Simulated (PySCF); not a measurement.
# One shape, several levels: C2H5AlClF (SMILES [F][AlH][CH2]CCl)

Aim: a comparison of 6 runs (HF/STO-3G, HF/3-21G, B3LYP/6-31G*, PBE0/def2-SVP, BP86/6-311G**, PBE/def2-SVPD) of C2H5AlClF. The job is set up through a Python script.

The calculation is run with PySCF 2.14.0.

### Step 1. The structure to begin with

The species is C2H5AlClF (10 atoms), meant as a singlet with charge 0. SMILES: `[F][AlH][CH2]CCl`. The shape is that of a PBE0-D4/def2-TZVP optimisation. This is one conformer, not always the lowest.

Bond lengths: F1–Al2 1.652 Å, Al2–C3 1.954 Å, C3–C4 1.505 Å, C4–Cl5 1.801 Å, Al2–H6 1.577 Å, C3–H7 1.097 Å, C3–H8 1.097 Å, C4–H9 1.089 Å, C4–H10 1.089 Å. Some angles: F1–Al2–C3 117.8°, Al2–C3–C4 115.5°, C3–C4–Cl5 112.4°, F1–Al2–H6 117.4°, C3–Al2–H6 124.7°, Al2–C3–H7 107.6°, Al2–C3–H8 107.6°, C4–C3–H7 110.3°, C4–C3–H8 110.3°, C3–C4–H9 112.4°.

### Step 2. Energy and forces at HF/STO-3G (run 1)

Contents of run.py:

```python
from pyscf import gto

system = gto.M(
    atom=[
    ('F', (-1.799100, 1.836700, 0.230400)),
    ('Al', (-0.786400, 0.970300, 1.207400)),
    ('C', (0.393100, -0.340700, 0.365600)),
    ('C', (0.282600, -0.443800, -1.132200)),
    ('Cl', (1.401400, -1.675400, -1.821100)),
    ('H', (-0.843200, 1.264200, 2.755500)),
    ('H', (0.190800, -1.314400, 0.829500)),
    ('H', (1.422800, -0.095700, 0.655100)),
    ('H', (-0.713700, -0.742700, -1.455100)),
    ('H', (0.534900, 0.490400, -1.632100)),
],
    spin=0,
    verbose=4,
    basis='sto-3g',
    max_memory=1860,
)

mf = system.RHF()
mf.conv_tol = 1e-10
mf.kernel()
if not mf.converged:
    mf = mf.newton().run(mf.mo_coeff, mf.mo_occ)

e_final = mf.e_tot
print(f'total energy: {e_final:.8f} hartree')
grad = mf.nuc_grad_method().kernel()
mf.analyze()
```

Run with:

```console
$ OMP_NUM_THREADS=1 python run.py
```

Output:

```text
PySCF version 2.14.0

[... 65 lines left out ...]
total energy: -869.41309811 hartree
[... 15 lines left out ...]
Two-electron Energy =                  589.411497938883713
[... 5 lines left out ...]
MO #2   energy= -57.8324357402171  occ= 2
[... 3 lines left out ...]
MO #6   energy= -10.3381758934588  occ= 2
[... 3 lines left out ...]
MO #10  energy= -4.76094929532723  occ= 2
[... 3 lines left out ...]
MO #14  energy= -1.38449829619381  occ= 2
[... 3 lines left out ...]
MO #18  energy= -0.613667128808037 occ= 2
[... 3 lines left out ...]
MO #22  energy= -0.478664814011903 occ= 2
[... 3 lines left out ...]
MO #26  energy= -0.367381415123972 occ= 2
[... 3 lines left out ...]
MO #30  energy= 0.364218489310497  occ= 0
[... 3 lines left out ...]
MO #34  energy= 0.674589891423862  occ= 0
[... 3 lines left out ...]
MO #38  energy= 0.772607057598091  occ= 0
[... 12 lines left out ...]
pop of  1 Al 2pz          1.99860
pop of  1 Al 3px          0.31779
pop of  1 Al 3py          0.33118
pop of  1 Al 3pz          0.60795
pop of  2 C 1s            1.99978
pop of  2 C 2s            1.07283
pop of  2 C 2px           1.10206
pop of  2 C 2py           1.11639
pop of  2 C 2pz           0.95930
pop of  3 C 1s            1.99981
pop of  3 C 2s            1.06187
pop of  3 C 2px           0.96258
pop of  3 C 2py           0.94329
pop of  3 C 2pz           1.02607
pop of  4 Cl 1s           2.00000
pop of  4 Cl 2s           1.99994
pop of  4 Cl 3s           1.92130
pop of  4 Cl 2px          1.99988
pop of  4 Cl 2py          1.99986
pop of  4 Cl 2pz          1.99995
pop of  4 Cl 3px          1.71817
pop of  4 Cl 3py          1.65953
pop of  4 Cl 3pz          1.88519
pop of  5 H 1s            1.22214
pop of  6 H 1s            0.97781
pop of  7 H 1s            0.97778
pop of  8 H 1s            0.95292
pop of  9 H 1s            0.95301
 ** Mulliken atomic charges  **
charge of    0F =     -0.30205
charge of    1Al =      0.81353
charge of    2C =     -0.25037
charge of    3C =      0.00638
charge of    4Cl =     -0.18383
charge of    5H =     -0.22214
charge of    6H =      0.02219
charge of    7H =      0.02222
charge of    8H =      0.04708
charge of    9H =      0.04699
Dipole moment(X, Y, Z, Debye): -1.20570,  1.53124,  2.12078
```

Wall time 2.8 s (1 thread of Intel Xeon at 2.70GHz, shared host); peak memory 0.12 GiB.

### Step 3. Energy and gradient at HF/3-21G (run 2)

Contents of job.py:

```python
import pyscf.grad
from pyscf import gto, scf

molecule = gto.Mole()
molecule.atom = '''
F     -1.799100     1.836700     0.230400
Al    -0.786400     0.970300     1.207400
C      0.393100    -0.340700     0.365600
C      0.282600    -0.443800    -1.132200
Cl     1.401400    -1.675400    -1.821100
H     -0.843200     1.264200     2.755500
H      0.190800    -1.314400     0.829500
H      1.422800    -0.095700     0.655100
H     -0.713700    -0.742700    -1.455100
H      0.534900     0.490400    -1.632100
'''
molecule.verbose = 4
molecule.max_memory = 1860
molecule.basis = '3-21g'
molecule.spin = 0
molecule.build()

mf = scf.RHF(molecule)
mf.conv_tol = 1e-10
mf.kernel()
if not mf.converged:
    mf = mf.newton().run(mf.mo_coeff, mf.mo_occ)

etot = mf.e_tot
print(f'total energy: {etot:.8f} hartree')
grad = mf.Gradients().kernel()
dip = mf.dip_moment()
pop, q = mf.mulliken_pop()
```

Run with:

```console
$ OMP_NUM_THREADS=1 python job.py
```

Output:

```text
PySCF version 2.14.0

[... 64 lines left out ...]
converged SCF energy = -875.080707303865
total energy: -875.08070730 hartree
[... 11 lines left out ...]
Dipole moment(X, Y, Z, Debye): -0.42069,  0.75198,  2.17341
[... 35 lines left out ...]
pop of  3 C 2px           0.50590
pop of  3 C 2py           0.48958
pop of  3 C 2pz           0.55471
pop of  3 C 3px           0.54469
pop of  3 C 3py           0.53401
pop of  3 C 3pz           0.41413
pop of  4 Cl 1s           1.99867
pop of  4 Cl 2s           1.96064
pop of  4 Cl 3s           1.12240
pop of  4 Cl 4s           0.85556
pop of  4 Cl 2px          1.96809
pop of  4 Cl 2py          1.96729
pop of  4 Cl 2pz          1.97032
pop of  4 Cl 3px          0.98626
pop of  4 Cl 3py          0.96338
pop of  4 Cl 3pz          1.06012
pop of  4 Cl 4px          0.69825
pop of  4 Cl 4py          0.65487
pop of  4 Cl 4pz          0.82439
pop of  5 H 1s            0.39920
pop of  5 H 2s            0.87117
pop of  6 H 1s            0.45067
pop of  6 H 2s            0.29376
pop of  7 H 1s            0.45069
pop of  7 H 2s            0.29366
pop of  8 H 1s            0.46997
pop of  8 H 2s            0.25870
pop of  9 H 1s            0.46999
pop of  9 H 2s            0.25902
 ** Mulliken atomic charges  **
charge of    0F =     -0.54707
charge of    1Al =      1.30364
charge of    2C =     -0.93503
charge of    3C =     -0.57446
charge of    4Cl =     -0.03024
charge of    5H =     -0.27037
charge of    6H =      0.25557
charge of    7H =      0.25565
charge of    8H =      0.27133
charge of    9H =      0.27099
```

Wall time 2.7 s (1 thread of Intel Xeon at 2.70GHz, shared host); peak memory 0.13 GiB.

Run 3 isn't shown in full; the table further down has it.

### Step 4. Energy and gradient at PBE0/def2-SVP (run 4)

Contents of input.py:

```python
import pyscf.grad
from pyscf import gto, dft

molecule = gto.M(
    atom='''
F     -1.799100     1.836700     0.230400
Al    -0.786400     0.970300     1.207400
C      0.393100    -0.340700     0.365600
C      0.282600    -0.443800    -1.132200
Cl     1.401400    -1.675400    -1.821100
H     -0.843200     1.264200     2.755500
H      0.190800    -1.314400     0.829500
H      1.422800    -0.095700     0.655100
H     -0.713700    -0.742700    -1.455100
H      0.534900     0.490400    -1.632100
''',
    verbose=4,
    charge=0,
    basis='def2-svp',
    max_memory=1860,
)

calc0 = dft.RKS(molecule)
calc0.xc = 'pbe0'
calc0.grids.level = 5
calc0.conv_tol = 1e-10
calc0.kernel()
if not calc0.converged:
    calc0 = calc0.newton().run(calc0.mo_coeff, calc0.mo_occ)

e_final = calc0.e_tot
print(f'total energy: {e_final:.8f} hartree')
grad = calc0.Gradients().kernel()
calc0.analyze()
```

Run with:

```console
$ OMP_NUM_THREADS=1 python input.py
```

Output:

```text
PySCF version 2.14.0

[... 79 lines left out ...]
converged SCF energy = -880.946321802105
[... 24 lines left out ...]
MO #3   energy= -24.7353060238957  occ= 2
[... 9 lines left out ...]
MO #13  energy= -2.7325666027788   occ= 2
[... 9 lines left out ...]
MO #23  energy= -0.41791982589825  occ= 2
[... 9 lines left out ...]
MO #33  energy= 0.102997866747248  occ= 0
[... 9 lines left out ...]
MO #43  energy= 0.382512216093412  occ= 0
[... 9 lines left out ...]
MO #53  energy= 0.661849440412913  occ= 0
[... 9 lines left out ...]
MO #63  energy= 0.840360806955212  occ= 0
[... 9 lines left out ...]
MO #73  energy= 1.34201687251727   occ= 0
[... 9 lines left out ...]
MO #83  energy= 1.82468121038966   occ= 0
[... 9 lines left out ...]
MO #93  energy= 2.5085356062471    occ= 0
[... 9 lines left out ...]
MO #103 energy= 3.50711847694258   occ= 0
[... 77 lines left out ...]
pop of  4 Cl 3dz^2        0.00123
pop of  4 Cl 3dxz         0.00179
pop of  4 Cl 3dx2-y2      0.00161
pop of  5 H 1s            1.14760
pop of  5 H 2s            0.00247
pop of  5 H 2px           0.00007
pop of  5 H 2py           0.00020
pop of  5 H 2pz           0.00298
pop of  6 H 1s            0.86880
pop of  6 H 2s            0.00796
pop of  6 H 2px           0.00020
pop of  6 H 2py           0.00094
pop of  6 H 2pz           0.00018
pop of  7 H 1s            0.86882
pop of  7 H 2s            0.00796
pop of  7 H 2px           0.00102
pop of  7 H 2py           0.00022
pop of  7 H 2pz           0.00009
pop of  8 H 1s            0.87118
pop of  8 H 2s            0.00914
pop of  8 H 2px           0.00098
pop of  8 H 2py           0.00024
pop of  8 H 2pz           0.00026
pop of  9 H 1s            0.87132
pop of  9 H 2s            0.00912
pop of  9 H 2px           0.00018
pop of  9 H 2py           0.00085
pop of  9 H 2pz           0.00045
 ** Mulliken atomic charges  **
charge of    0F =     -0.49659
charge of    1Al =      0.92396
charge of    2C =     -0.48537
charge of    3C =     -0.10580
charge of    4Cl =     -0.16296
charge of    5H =     -0.15332
charge of    6H =      0.12191
charge of    7H =      0.12189
charge of    8H =      0.11819
charge of    9H =      0.11808
Dipole moment(X, Y, Z, Debye): -0.12197,  0.35667,  1.54529
```

Wall time 56 s (1 thread of Intel Xeon at 2.70GHz, shared host); peak memory 1 GiB.

Run 5 isn't shown in full; the table further down has it.

### Step 5. Energy and gradient at PBE/def2-SVPD (run 6)

Contents of calc.py:

```python
from pyscf import gto, dft

mol = gto.M(
    atom='''
F   -1.799100   1.836700   0.230400
Al  -0.786400   0.970300   1.207400
C    0.393100  -0.340700   0.365600
C    0.282600  -0.443800  -1.132200
Cl   1.401400  -1.675400  -1.821100
H   -0.843200   1.264200   2.755500
H    0.190800  -1.314400   0.829500
H    1.422800  -0.095700   0.655100
H   -0.713700  -0.742700  -1.455100
H    0.534900   0.490400  -1.632100
''',
    verbose=4,
    basis='def2-svpd',
    charge=0,
    max_memory=1860,
)

mf = dft.RKS(mol)
mf.xc = 'pbe'
mf.conv_tol = 1e-10
mf.grids.level = 5
mf.kernel()
if not mf.converged:
    mf = mf.newton().run(mf.mo_coeff, mf.mo_occ)

e_tot = mf.e_tot
print('E = %.10f Eh' % e_tot)
grad = mf.nuc_grad_method().kernel()
mf.analyze()
```

Run with:

```console
$ OMP_NUM_THREADS=1 python calc.py
```

Output:

```text
PySCF version 2.14.0

[... 105 lines left out ...]
DFT Exchange-Correlation Energy =      -69.521170056282614
[... 15 lines left out ...]
MO #14  energy= -1.03507905337791  occ= 2
[... 13 lines left out ...]
MO #28  energy= -0.251972862916928 occ= 2
[... 13 lines left out ...]
MO #42  energy= 0.111137915290424  occ= 0
[... 13 lines left out ...]
MO #56  energy= 0.242957905423675  occ= 0
[... 13 lines left out ...]
MO #70  energy= 0.357129382132336  occ= 0
[... 13 lines left out ...]
MO #84  energy= 0.491492215222359  occ= 0
[... 13 lines left out ...]
MO #98  energy= 0.829853025670544  occ= 0
[... 13 lines left out ...]
MO #112 energy= 1.0577387631818    occ= 0
[... 13 lines left out ...]
MO #126 energy= 1.6719252146304    occ= 0
[... 13 lines left out ...]
MO #140 energy= 2.19759432164706   occ= 0
[... 13 lines left out ...]
MO #154 energy= 3.413799204439     occ= 0
[... 128 lines left out ...]
pop of  6 H 2pz           0.00027
pop of  6 H 3px           0.00042
pop of  6 H 3py           0.00021
pop of  6 H 3pz           0.00068
pop of  7 H 1s            0.86240
pop of  7 H 2s            0.00509
pop of  7 H 2px           0.00115
pop of  7 H 2py           0.00031
pop of  7 H 2pz           0.00020
pop of  7 H 3px           0.00018
pop of  7 H 3py           0.00045
pop of  7 H 3pz           0.00068
pop of  8 H 1s            0.86730
pop of  8 H 2s            0.00692
pop of  8 H 2px           0.00093
pop of  8 H 2py           0.00053
pop of  8 H 2pz           0.00052
pop of  8 H 3px           0.00042
pop of  8 H 3py           0.00064
pop of  8 H 3pz           0.00061
pop of  9 H 1s            0.86743
pop of  9 H 2s            0.00691
pop of  9 H 2px           0.00043
pop of  9 H 2py           0.00087
pop of  9 H 2pz           0.00069
pop of  9 H 3px           0.00063
pop of  9 H 3py           0.00050
pop of  9 H 3pz           0.00053
 ** Mulliken atomic charges  **
charge of    0F =     -0.52824
charge of    1Al =      0.93454
charge of    2C =     -0.48544
charge of    3C =     -0.13054
charge of    4Cl =     -0.15242
charge of    5H =     -0.14115
charge of    6H =      0.12957
charge of    7H =      0.12953
charge of    8H =      0.12214
charge of    9H =      0.12201
Dipole moment(X, Y, Z, Debye): -0.11742,  0.37778,  1.71430
```

It took 1.8 min on 1 thread of Intel Xeon at 2.70GHz, shared host; peak memory 1.8 GiB.

### Step 6. All runs side by side

```
run                               level  Cartesian functions  integration grid  energy (Eh)  dipole moment (D)  HOMO energy (eV)  LUMO energy (eV)  wall time
  1                           HF/STO-3G                   no                 –  -869.413098               2.88             -8.80              8.75      2.8 s
  2                            HF/3-21G                   no                 –  -875.080707               2.34            -11.10              1.56      2.7 s
  3  B3LYP/6-31G* (Cartesian functions)                  yes                 5  -881.767188               1.76             -7.66             -1.24       67 s
  4                       PBE0/def2-SVP                   no                 5  -880.946322               1.59             -7.90             -1.03       56 s
  5                       BP86/6-311G**                   no                 5  -881.889478               1.78             -6.91             -1.95       75 s
  6                       PBE/def2-SVPD                   no                 5  -880.895193               1.76             -6.86             -2.02    1.8 min
```

### Step 7. Outcome

| quantity | value |
| --- | --- |
| run 6: total energy | -880.89519 Eh |
| run 6: dipole moment | 1.76 D |
| run 6: HOMO energy | -6.86 eV |
| run 6: LUMO energy | -2.02 eV |
| run 6: HOMO–LUMO gap | 4.84 eV |
| run 6: largest force on an atom | 1.371 eV/Å |

What this shows: The dipole moment (its size) runs from 1.59 D (PBE0/def2-SVP) to 2.88 D (HF/STO-3G). The two ends differ in method and basis. The HOMO–LUMO gap runs from 4.84 eV (PBE/def2-SVPD) to 17.56 eV (HF/STO-3G). Totals of different functionals can't be ranked against each other. In run 1 the basis is minimal, so the values are rough. All runs together took 5.2 min, the longest 1.8 min.
